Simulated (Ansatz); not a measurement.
# ScF3: response to strain

ScF3 is deformed so: equal xx and yy strain of +1 %. What stress and forces result, by LAPW, PAW and all-electron datasets made for the crystal?

Program: Ansatz 0.2.0. Level of theory: DFT LDA, scalar-relativistic. These are calculated values, not measurements.

### 1 The starting structure

It takes space group Pm-3m (No. 221, cubic). Conventional cell: a = 4.012 Å, b = 4.012 Å, c = 4.012 Å, α = 90.00°, β = 90.00°, γ = 90.00°. Around Sc (site symmetry m-3m) lie 6 F at 2.01 Å. F (site symmetry 4/mmm) is surrounded by 2 Sc at 2.01 Å.

Structure file:

```xyz
4
Lattice="4.0125 0.0000 0.0000 0.0000 4.0125 0.0000 0.0000 0.0000 4.0125" Properties=species:S:1:pos:R:3 pbc="T T T"
Sc    0.0000    0.0000    0.0000
F     2.0062    0.0000    0.0000
F     0.0000    2.0062    0.0000
F     0.0000    0.0000    2.0062
```

Atoms are numbered in the order of the input: Sc1, F2, F3, F4.

### 2 The deformed structure

Space group Pm-3m before, P4/mmm after.

### 3 LAPW, all electrons

input.yaml

```yaml
crystal:
  lattice:
    - [4.0525745, 0.0, 0.0]
    - [0.0, 4.0525745, 0.0]
    - [0.0, 0.0, 4.01245]
  atoms:
    - { symbol: Sc, position: [0.0, 0.0, 0.0] }
    - { symbol: F, position: [0.5, 0.0, 0.0] }
    - { symbol: F, position: [0.0, 0.5, 0.0] }
    - { symbol: F, position: [0.0, 0.0, 0.5] }
kpoints:
  mp_grid: { grid: [6, 6, 6] }
  band_path:
    path:
      - [0.0, 0.0, 0.0]
      - [0.0, 0.5, 0.0]
      - [0.5, 0.5, 0.0]
      - [0.0, 0.0, 0.0]
      - [0.0, 0.0, 0.5]
      - [0.0, 0.5, 0.5]
      - [0.5, 0.5, 0.5]
      - [0.0, 0.0, 0.5]
      - [0.0, 0.5, 0.0]
    npoints: 5
scf:
  occupations: { method: fermi_dirac, width: 0.02 }
hamiltonian:
  xc: lda
  pseudopotentials: { kind: all_electron, lapw: { basis_error: 0.001 } }
output:
  forces: true
  stress: true
  eigenvalues: true
```

On the command line:

```sh
$ ansatz run input.yaml --threads 1 --pin off --max-ram 4096MiB --backend cpu --events-out ev --progress --plain --runs-dir out
```

### 4 Frozen-core PAW

input.yaml

```yaml
crystal:
  lattice:
    - [4.0525745, 0.0, 0.0]
    - [0.0, 4.0525745, 0.0]
    - [0.0, 0.0, 4.01245]
  atoms:
    - { symbol: Sc, position: [0.0, 0.0, 0.0] }
    - { symbol: F, position: [0.5, 0.0, 0.0] }
    - { symbol: F, position: [0.0, 0.5, 0.0] }
    - { symbol: F, position: [0.0, 0.0, 0.5] }
kpoints:
  mp_grid: { grid: [6, 6, 6] }
scf:
  occupations: { method: fermi_dirac, width: 0.02 }
hamiltonian:
  xc: lda
  pseudopotentials: { kind: paw }
output:
  forces: true
  stress: true
  eigenvalues: true
  efg: { contact_densities: true }
```

### 5 All-electron PAW on datasets made for the crystal

Edit input.yaml of step 4 so:

```diff
@@ -16,3 +16,3 @@
   xc: lda
-  pseudopotentials: { kind: paw }
+  pseudopotentials: { kind: all_electron, datasets: crystal }
 output:
```

(Steps that only read results are left out.)

What does the calculation give? Wanted: pressure; largest shear or deviatoric stress.

**Answer**, as computed:

| quantity | value |
| --- | --- |
| pressure | LAPW -4.67, PAW -4.73, crystal datasets -4.67 GPa |
| largest shear or deviatoric stress (LAPW) | 1.46 GPa |

**Reading.** The largest part of the stress beyond the pressure is 1.46 GPa in size, in the zz component; the atoms are carried along and not relaxed. No run of the undeformed cell stands beside it, so pressure and stress hold what the given cell had before the change, as far as its symmetry allows. PAW: stress within 0.06 GPa of LAPW. Crystal datasets: stress within 0.01 GPa of LAPW.
